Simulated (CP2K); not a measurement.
Ge3Pd: relaxation of the atoms with PBE

The system is Ge3Pd.

```
CELL_PARAMETERS angstrom
4.14207 0.00000 0.00000
-0.04142 4.14187 0.00000
0.00000 0.00000 4.14202
ATOMIC_POSITIONS crystal
Pd 0.00000 0.00000 0.00000
Ge 0.50000 0.50000 0.00000
Ge 0.50000 0.00000 0.50000
Ge 0.00000 0.50000 0.50000
```

The cell comes from a database or a generator and needn't be the stable form of this composition.

The cell isn't the ideal one: strain = -0.01.

| Item | Value |
| --- | --- |
| Program | CP2K 2026.2 |
| Task | relaxation of the atoms |
| Functional | PBE |
| Potentials or basis | POTENTIAL_UZH Pd GTH-PBE-q18, Ge GTH-PBE-q4; TZVP-MOLOPT-PBE-GTH basis |
| Density cutoff | 6803 eV |
| k mesh | 5 × 5 × 5 |
| Occupations | fermi-dirac, width 0.05 eV |
| Spin | no spin polarisation |
| SCF solver | diagonalisation with k points |
| Quickstep method | GPW |
| EPS_DEFAULT | 1.0E-10 |
| EPS_SCF | 1.0E-6 |
| MAX_SCF | 100 |
| SCF_GUESS | ATOMIC |
| Mesh centred on Gamma | yes |
| CHOLESKY | OFF |
| EPS_EIGVAL | 1.0E-7 |
| MIXING METHOD | BROYDEN_MIXING |
| MIXING ALPHA | 0.4 |
| NBUFFER | 8 |
| NGRIDS | 5 |
| EXTRAPOLATION | USE_PREV_P |
| Basis sets | Pd TZVP-MOLOPT-PBE-GTH-q18, Ge TZVP-MOLOPT-PBE-GTH-q4 |
| Potentials | Pd GTH-PBE-q18 of POTENTIAL_UZH, Ge GTH-PBE-q4 of POTENTIAL_UZH |
| ADDED_MOS | [17] |
| Optimiser | BFGS |
| Most steps | 40 |
| Force threshold (eV/A) | 0.03 eV/Å |
| REL_CUTOFF (Ry) | 60 Ry |
| MIXING BETA (1/bohr) | 1.5 1/bohr |
| CUTOFF of the grids | 500 Ry |

The energy gained by relaxing is 0.0 meV/atom. The ionic steps are 3, the pressure after relaxing is 1.1 GPa and the band gap on the k mesh is none (metal or under the smearing width). The mulliken charges are Pd +0.45; Ge -0.15 e.

Stress tensor (GPa, compression positive):
```
1.09 0.19 0.00
0.19 1.09 0.00
0.00 0.00 1.09
```

Final structure:
```
CELL_PARAMETERS angstrom
4.14207 0.00000 0.00000
-0.04142 4.14187 0.00000
0.00000 0.00000 4.14202
ATOMIC_POSITIONS crystal
Pd 0.00000 0.00000 0.00000
Ge 0.50000 0.50000 0.00000
Ge 0.50000 0.00000 0.50000
Ge 0.00000 0.50000 0.50000
```

Levels at points of the mesh, in eV from the Fermi level:
```csv
k point,band 12,band 13,band 14,band 15,band 16,band 17,band 18,band 19
"(0.00, 0.00, 0.00)",-2.35,-2.35,-1.28,-1.28,1.08,3.20,3.29,3.36
```

Wall time 78 s on 1 thread of Arm Neoverse V2, on a shared host, peak memory 0.39 GiB.

Caveat: Mulliken charges move with the basis; the basis of atomic orbitals isn't converged, which shifts pressures, moduli and gaps.
